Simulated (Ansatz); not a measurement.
# CH3AlCl2: an energy map over bond length C1–H5 and angle H5–C1–Al2

How does the energy of CH3AlCl2, SMILES [CH3][Al]([Cl])[Cl] change over two coordinates at once? A grid of runs gives the map.

Program: Ansatz 0.2.0. Level of theory: RKS PBE0-D4/def2-TZVP. These are calculated values, not measurements.

### Step 1. Starting geometry

SMILES `[CH3][Al]([Cl])[Cl]`, 7 atoms, charge 0, spin multiplicity 1.

Atoms are counted from 1 here; the program's logs count them from 0.

Bond lengths: C1–Al2 1.942 Å, C1–H5 1.108 Å, C1–H6 1.110 Å, C1–H7 1.110 Å, Al2–Cl3 2.113 Å, Al2–Cl4 2.113 Å. Angles: Al2–C1–H5 111.7°, Al2–C1–H6 110.5°, Al2–C1–H7 110.5°, H5–C1–H6 108.5°, H5–C1–H7 108.5°, H6–C1–H7 107.0°, C1–Al2–Cl3 121.7°, C1–Al2–Cl4 122.1°, Cl3–Al2–Cl4 116.3°.

Coordinates:

```xyz
7
charge 0, multiplicity 1
C    -0.1757    0.9407   -0.1671
Al    0.1784   -0.9432    0.1436
Cl    1.8082   -1.5849    1.3253
Cl   -1.0373   -2.4638   -0.6772
H    -1.0680    1.0906   -0.8064
H    -0.3391    1.4695    0.7948
H     0.6946    1.4232   -0.6588
```

This geometry comes from a loose relaxation at PBE in a small basis, which is not shown.

### Step 2. Relaxing the molecule

Contents of input.yaml:

```yaml
crystal:
  periodic: [false, false, false]
  atoms:
    - { symbol: C, position_ang: [-0.17566, 0.940675, -0.167111] }
    - { symbol: Al, position_ang: [0.178415, -0.943184, 0.143627] }
    - { symbol: Cl, position_ang: [1.808183, -1.584927, 1.325317] }
    - { symbol: Cl, position_ang: [-1.037269, -2.463764, -0.677217] }
    - { symbol: H, position_ang: [-1.068006, 1.090569, -0.806366] }
    - { symbol: H, position_ang: [-0.339069, 1.469539, 0.794833] }
    - { symbol: H, position_ang: [0.694606, 1.423194, -0.658783] }
basis:
  gaussian: { orbitals: def2-TZVP }
hamiltonian:
  xc: pbe0
  dispersion: d4
output:
  forces: true
relax:
  f_tol: 0.003
  max_steps: 120
```

The run is started by

```sh
> ansatz run input.yaml --threads 1 --pin off --max-ram 2560MiB --backend cpu --events-out ev --progress --plain --runs-dir out
```

Standard output:

```text
Warning: RAYON_NUM_THREADS=1 ignored (pool sized by the plan → 1); use --threads N
The last accepted step is kept in <dir> (removed where the run ends without a failure and the disk answers)
Engine: ansatz 0.2.0, aarch64-unknown-linux-gnu
Functional definition: PBE0
  parameter a = 0.25
  parameter kappa = 0.804
  parameter beta = 0.06672455060314922
  exchange = (1 - a)*pbe_x(kappa = kappa, mu = beta*pi^2/3) + a*exact_x
  correlation = pbe_c(beta = beta)
1127 factors; their error is unknown
mean field evaluation 1: about -32715.0874 eV, gradient 5.1e1 eV
mean field evaluation 2: about -32712.5136 eV, gradient 5.6e1 eV
mean field evaluation 4: about -32721.0505 eV, gradient 2.5e0 eV
mean field evaluation 8: about -32721.0618 eV, gradient 1.3e-2 eV
mean field evaluation 16: about -32721.1445 eV, gradient 4.9e-5 eV
mean field -32721.14445428 eV, -1202.4798795064 hartree, gradient 4.9e-5 eV, S^2 0.000000; 0 other end points of the search recorded, 0 dependent functions left out
the calculation of the forces begins
reference -32721.14448430 eV, -1202.4798806098 hartree; 28, 28 occupied and 132, 132 virtual orbitals, 1127 factors
relax step   1: F+E_penalty+E_count = -32721.27878031 eV  Δ(F+E_penalty+E_count) = +0.000e0 eV  max|allowed force component| = 4.504e-1 eV/Å  Δτ_max = 0.0000 Å  (25 SCF iters, accepted)
these checks for a lower state are left out or cut short: starts, cluster_reference, orbital_swaps, neighbouring_geometries, increment
1127 factors; their error is unknown
mean field -32721.16559817 eV, -1202.4806565302 hartree, gradient 2.4e-5 eV, S^2 0.000000; 0 other end points of the search recorded, 0 dependent functions left out
the calculation of the forces begins
reference -32721.16562806 eV, -1202.4806576287 hartree; 28, 28 occupied and 132, 132 virtual orbitals, 1127 factors
relax step   2: F+E_penalty+E_count = -32721.30093708 eV  Δ(F+E_penalty+E_count) = -2.216e-2 eV  max|allowed force component| = 1.237e-1 eV/Å  Δτ_max = 0.0249 Å  (28 SCF iters, accepted)
these checks for a lower state are left out or cut short: starts, cluster_reference, orbital_swaps, neighbouring_geometries, increment
1127 factors; their error is unknown
mean field -32721.16672041 eV, -1202.4806977717 hartree, gradient 2.4e-5 eV, S^2 0.000000; 0 other end points of the search recorded, 0 dependent functions left out
the calculation of the forces begins
reference -32721.16675026 eV, -1202.4806988686 hartree; 28, 28 occupied and 132, 132 virtual orbitals, 1127 factors
relax step   3: F+E_penalty+E_count = -32721.30232223 eV  Δ(F+E_penalty+E_count) = -1.385e-3 eV  max|allowed force component| = 1.011e-2 eV/Å  Δτ_max = 0.0082 Å  (29 SCF iters, accepted)
these checks for a lower state are left out or cut short: starts, cluster_reference, orbital_swaps, neighbouring_geometries, increment
1127 factors; their error is unknown
mean field evaluation 32: about -32721.1667 eV, gradient 5.7e-2 eV
mean field -32721.16673012 eV, -1202.4806981286 hartree, gradient 8.5e-6 eV, S^2 0.000000; 0 other end points of the search recorded, 0 dependent functions left out
the calculation of the forces begins
reference -32721.16675997 eV, -1202.4806992255 hartree; 28, 28 occupied and 132, 132 virtual orbitals, 1127 factors
relax step   4: F+E_penalty+E_count = -32721.30233165 eV  Δ(F+E_penalty+E_count) = -9.424e-6 eV  max|allowed force component| = 1.994e-3 eV/Å  Δτ_max = 0.0011 Å  (22 SCF iters, accepted)
1127 factors; their error is unknown
mean field -32721.16673012 eV, -1202.4806981286 hartree, gradient 8.8e-6 eV, S^2 0.000000; 1 other end points of the search recorded, 0 dependent functions left out
the calculation of the forces begins
reference -32721.16675997 eV, -1202.4806992255 hartree; 28, 28 occupied and 132, 132 virtual orbitals, 1127 factors
Total energy: -32721.30236150 eV, -1202.4856824898 hartree
Atom 0 at    -0.174130     0.933582    -0.165960 Å, force    -0.001948    -0.001994    -0.001551 eV/Å
Atom 1 at     0.173824    -0.938317     0.139961 Å, force    -0.001270     0.001289    -0.000975 eV/Å
Atom 2 at     1.788760    -1.562700     1.311004 Å, force     0.000870     0.000250     0.000647 eV/Å
Atom 3 at    -1.027122    -2.444756    -0.670400 Å, force     0.000299    -0.000578     0.000264 eV/Å
Atom 4 at    -1.052790     1.084405    -0.795386 Å, force     0.000140     0.001352     0.000101 eV/Å
Atom 5 at    -0.332683     1.452459     0.783615 Å, force     0.000655    -0.000175     0.001221 eV/Å
Atom 6 at     0.685342     1.407429    -0.648535 Å, force     0.001253    -0.000144     0.000294 eV/Å
Dipole moment:    -0.078704     0.408734    -0.068684 e Å
```

It took 33 s on 1 thread of Arm Neoverse V2, shared host; peak memory 0.35 GiB.

The steps of the relaxation:

```
step  energy from step 1 (eV)  largest force component (eV/Å)
   1                   0.0000                          0.4504
   2                  -0.0222                          0.1237
   3                  -0.0235                          0.0101
   4                  -0.0236                          0.0020
```

Close pairs (by a distance rule), those that changed most:

```
   bond  before (Å)  after (Å)  change (Å)
Al2–Cl4       2.113      2.090      -0.023
Al2–Cl3       2.113      2.090      -0.023
  C1–H5       1.108      1.091      -0.017
  C1–H7       1.110      1.094      -0.016
  C1–H6       1.110      1.094      -0.016
 C1–Al2       1.942      1.928      -0.013
```

### Step 3. Plan of the scan

First coordinate, bond length C1–H5: 7 values from 0.895 to 1.637 Å. Second coordinate, angle H5–C1–Al2: 7 values from 86.8 to 136.8 °.

Nothing else is relaxed (all other coordinates rigid). Energies count from the relaxed molecule at the same level.

Below, 3 of the grid's runs; all are launched alike.

### Step 4. The run at bond length C1–H5 = 1.390 Å, angle H5–C1–Al2 = 103.4°

Contents of input.yaml:

```yaml
crystal:
  periodic: [false, false, false]
  atoms:
    - { symbol: C, position_ang: [-0.17413, 0.933582, -0.16596] }
    - { symbol: Al, position_ang: [0.173824, -0.938317, 0.139961] }
    - { symbol: Cl, position_ang: [1.78876, -1.5627, 1.311004] }
    - { symbol: Cl, position_ang: [-1.027122, -2.444756, -0.6704] }
    - { symbol: H, position_ang: [-1.30711, 0.923237, -0.971162] }
    - { symbol: H, position_ang: [-0.332683, 1.452459, 0.783615] }
    - { symbol: H, position_ang: [0.685342, 1.407429, -0.648535] }
basis:
  gaussian: { orbitals: def2-TZVP }
hamiltonian:
  xc: pbe0
  dispersion: d4
output:
  forces: true
```

The run is started by

```sh
> ansatz run input.yaml --threads 1 --pin off --max-ram 2560MiB --backend cpu --events-out ev --progress --plain --runs-dir out
```

Standard output:

```text
Warning: RAYON_NUM_THREADS=1 ignored (pool sized by the plan → 1); use --threads N
[... 7 set-up lines as earlier in the session ...]
1127 factors; their error is unknown
mean field evaluation 1: about -32714.2703 eV, gradient 5.0e1 eV
mean field evaluation 2: about -32710.6086 eV, gradient 5.7e1 eV
mean field evaluation 4: about -32720.1296 eV, gradient 2.7e0 eV
mean field evaluation 8: about -32720.1435 eV, gradient 1.4e-2 eV
mean field evaluation 16: about -32720.2256 eV, gradient 4.1e-5 eV
mean field -32720.22560281 eV, -1202.4461123377 hartree, gradient 4.1e-5 eV, S^2 0.000000; 0 other end points of the search recorded, 0 dependent functions left out
the calculation of the forces begins
reference -32720.22563328 eV, -1202.4461134577 hartree; 28, 28 occupied and 132, 132 virtual orbitals, 1127 factors
Total energy: -32720.36844897 eV, -1202.4513618375 hartree
Atom 0 at    -0.174130     0.933582    -0.165960 Å, force    -2.958869    -0.552700    -2.086837 eV/Å
Atom 1 at     0.173824    -0.938317     0.139961 Å, force     0.000106    -0.020128     0.000617 eV/Å
Atom 2 at     1.788760    -1.562700     1.311004 Å, force     0.021509    -0.020998     0.016070 eV/Å
Atom 3 at    -1.027122    -2.444756    -0.670400 Å, force     0.003800     0.006105     0.002569 eV/Å
Atom 4 at    -1.307110     0.923237    -0.971162 Å, force     3.691203     0.427120     2.611040 eV/Å
Atom 5 at    -0.332683     1.452459     0.783615 Å, force    -0.421448     0.082155    -0.211772 eV/Å
Atom 6 at     0.685342     1.407429    -0.648535 Å, force    -0.336300     0.078445    -0.331686 eV/Å
Dipole moment:    -0.063854     0.390675    -0.057559 e Å
```

Wall time 6.6 s (1 thread of Arm Neoverse V2, shared host); peak memory 0.34 GiB.

Energy on the map's scale: 21.5 kcal/mol.

### Step 5. Point bond length C1–H5 = 1.390 Å, angle H5–C1–Al2 = 86.8°

Edit input.yaml of step 4 so:

```diff
@@ -7,3 +7,3 @@
     - { symbol: Cl, position_ang: [-1.027122, -2.444756, -0.6704] }
-    - { symbol: H, position_ang: [-1.30711, 0.923237, -0.971162] }
+    - { symbol: H, position_ang: [-1.263343, 0.526701, -0.927646] }
     - { symbol: H, position_ang: [-0.332683, 1.452459, 0.783615] }
```

The run is started by

```sh
> ansatz run input.yaml --threads 1 --pin off --max-ram 2560MiB --backend cpu --events-out ev --progress --plain --runs-dir out
```

Standard output:

```text
Warning: RAYON_NUM_THREADS=1 ignored (pool sized by the plan → 1); use --threads N
[... 7 set-up lines as earlier in the session ...]
1127 factors; their error is unknown
mean field evaluation 1: about -32713.8885 eV, gradient 5.0e1 eV
mean field evaluation 2: about -32709.6168 eV, gradient 5.9e1 eV
mean field evaluation 4: about -32719.8236 eV, gradient 2.7e0 eV
mean field evaluation 8: about -32719.8384 eV, gradient 1.5e-2 eV
mean field evaluation 16: about -32719.9207 eV, gradient 4.7e-5 eV
mean field -32719.92074897 eV, -1202.4349091657 hartree, gradient 4.8e-5 eV, S^2 0.000000; 0 other end points of the search recorded, 0 dependent functions left out
the calculation of the forces begins
reference -32719.92077913 eV, -1202.4349102742 hartree; 28, 28 occupied and 132, 132 virtual orbitals, 1127 factors
Total energy: -32720.06454053 eV, -1202.4401934082 hartree
Atom 0 at    -0.174130     0.933582    -0.165960 Å, force    -2.275795    -2.277227    -1.547683 eV/Å
Atom 1 at     0.173824    -0.938317     0.139961 Å, force     0.423421     0.028860     0.299981 eV/Å
Atom 2 at     1.788760    -1.562700     1.311004 Å, force     0.067261    -0.129586     0.052201 eV/Å
Atom 3 at    -1.027122    -2.444756    -0.670400 Å, force    -0.028603     0.027138    -0.021084 eV/Å
Atom 4 at    -1.263343     0.526701    -0.927646 Å, force     3.184738     2.359320     2.190580 eV/Å
Atom 5 at    -0.332683     1.452459     0.783615 Å, force    -0.793168     0.000461    -0.335471 eV/Å
Atom 6 at     0.685342     1.407429    -0.648535 Å, force    -0.577854    -0.008967    -0.638524 eV/Å
Dipole moment:    -0.085946     0.365247    -0.072490 e Å
```

It took 6.6 s on 1 thread of Arm Neoverse V2, shared host; peak memory 0.34 GiB.

That is 28.5 kcal/mol from the zero.

### Step 6. Grid point bond length C1–H5 = 1.142 Å, angle H5–C1–Al2 = 111.8°

Edit input.yaml of step 5 so:

```diff
@@ -7,3 +7,3 @@
     - { symbol: Cl, position_ang: [-1.027122, -2.444756, -0.6704] }
-    - { symbol: H, position_ang: [-1.263343, 0.526701, -0.927646] }
+    - { symbol: H, position_ang: [-1.093531, 1.091942, -0.824587] }
     - { symbol: H, position_ang: [-0.332683, 1.452459, 0.783615] }
```

The run is started by

```sh
> ansatz run input.yaml --threads 1 --pin off --max-ram 2560MiB --backend cpu --events-out ev --progress --plain --runs-dir out
```

Standard output:

```text
Warning: RAYON_NUM_THREADS=1 ignored (pool sized by the plan → 1); use --threads N
[... 7 set-up lines as earlier in the session ...]
1127 factors; their error is unknown
mean field evaluation 1: about -32715.0557 eV, gradient 5.1e1 eV
mean field evaluation 2: about -32712.5443 eV, gradient 5.6e1 eV
mean field evaluation 4: about -32721.0341 eV, gradient 2.5e0 eV
mean field evaluation 8: about -32721.0447 eV, gradient 1.3e-2 eV
mean field evaluation 16: about -32721.1275 eV, gradient 5.2e-5 eV
mean field -32721.12746108 eV, -1202.4792550177 hartree, gradient 5.2e-5 eV, S^2 0.000000; 0 other end points of the search recorded, 0 dependent functions left out
the calculation of the forces begins
reference -32721.12749099 eV, -1202.4792561170 hartree; 28, 28 occupied and 132, 132 virtual orbitals, 1127 factors
Total energy: -32721.26307196 eV, -1202.4842386259 hartree
Atom 0 at    -0.174130     0.933582    -0.165960 Å, force    -1.101444     0.171993    -0.788708 eV/Å
Atom 1 at     0.173824    -0.938317     0.139961 Å, force    -0.029321    -0.001144    -0.020846 eV/Å
Atom 2 at     1.788760    -1.562700     1.311004 Å, force     0.000438     0.004076     0.000220 eV/Å
Atom 3 at    -1.027122    -2.444756    -0.670400 Å, force     0.003073    -0.001957     0.002279 eV/Å
Atom 4 at    -1.093531     1.091942    -0.824587 Å, force     1.190940    -0.198220     0.852966 eV/Å
Atom 5 at    -0.332683     1.452459     0.783615 Å, force    -0.035254     0.012749    -0.018102 eV/Å
Atom 6 at     0.685342     1.407429    -0.648535 Å, force    -0.028434     0.012504    -0.027808 eV/Å
Dipole moment:    -0.075176     0.407561    -0.066138 e Å
```

Run time: 6.4 s. Hardware: 1 thread of Arm Neoverse V2, shared host; peak memory 0.34 GiB.

Energy on the map's scale: 0.9 kcal/mol.

### Step 7. Energy over the grid

49 points were computed. Energies in kcal/mol, from the relaxed molecule at the same level:

| angle H5–C1–Al2 (°) ↓, bond length C1–H5 (Å) → | 0.895 | 1.019 | 1.142 | 1.266 | 1.390 | 1.513 | 1.637 |
| --- | --- | --- | --- | --- | --- | --- | --- |
| 136.8 | 32.0 | 11.5 | 9.5 | 16.5 | 27.7 | 40.5 | 53.7 |
| 128.4 | 26.7 | 6.4 | 4.7 | 12.1 | 23.6 | 36.7 | 50.3 |
| 120.1 | 23.4 | 3.4 | 1.8 | 9.4 | 21.2 | 34.5 | 48.3 |
| 111.8 | 22.3 | 2.3 | 0.9 | 8.6 | 20.5 | 33.9 | 47.8 |
| 103.4 | 23.2 | 3.3 | 1.9 | 9.6 | 21.5 | 34.9 | 48.8 |
| 95.1 | 26.2 | 6.2 | 4.8 | 12.4 | 24.2 | 37.4 | 51.1 |
| 86.8 | 31.2 | 11.2 | 9.5 | 17.0 | 28.5 | 41.5 | 54.9 |

On the same grid, largest force on an atom (eV/Å):

| angle H5–C1–Al2 (°) ↓, bond length C1–H5 (Å) → | 0.895 | 1.019 | 1.142 | 1.266 | 1.390 | 1.513 | 1.637 |
| --- | --- | --- | --- | --- | --- | --- | --- |
| 136.8 | 12.3 | 3.7 | 2.4 | 4.1 | 4.6 | 4.7 | 4.6 |
| 128.4 | 12.2 | 3.3 | 2.0 | 3.8 | 4.5 | 4.8 | 4.7 |
| 120.1 | 12.0 | 3.1 | 1.7 | 3.6 | 4.5 | 4.8 | 4.8 |
| 111.8 | 12.0 | 3.0 | 1.5 | 3.6 | 4.5 | 4.9 | 4.8 |
| 103.4 | 12.0 | 3.1 | 1.6 | 3.7 | 4.5 | 4.9 | 4.8 |
| 95.1 | 12.0 | 3.4 | 1.8 | 3.7 | 4.5 | 4.8 | 4.8 |
| 86.8 | 12.2 | 3.7 | 2.1 | 3.8 | 4.5 | 4.8 | 4.7 |

### Step 8. Outcome

| quantity | value |
| --- | --- |
| lowest point | bond length C1–H5 = 1.142 Å, angle H5–C1–Al2 = 111.8°, 0.9 kcal/mol |
| highest computed point | bond length C1–H5 = 1.637 Å, angle H5–C1–Al2 = 86.8°, 54.0 kcal/mol above the lowest |
| largest force on an atom (eV/Å) | 1.5 at bond length C1–H5 = 1.142 Å, angle H5–C1–Al2 = 111.8° to 12.3 at bond length C1–H5 = 0.895 Å, angle H5–C1–Al2 = 136.8°; 1.5 at the lowest point |
| time for the whole task | 6.1 min on 1 thread, shared host |

In words: The lowest computed point is at bond length C1–H5 = 1.142 Å, angle H5–C1–Al2 = 111.8°, 0.9 kcal/mol from the relaxed molecule at the same level. The grid is coarse, so the lowest point of the scanned range may lie between grid points; coordinates that were held can hide deeper minima. No other kind of well shows on this grid. The highest computed point, bond length C1–H5 = 1.637 Å, angle H5–C1–Al2 = 86.8°, lies 54.0 kcal/mol above the lowest. Round the minimum the two coordinates are nearly uncoupled.
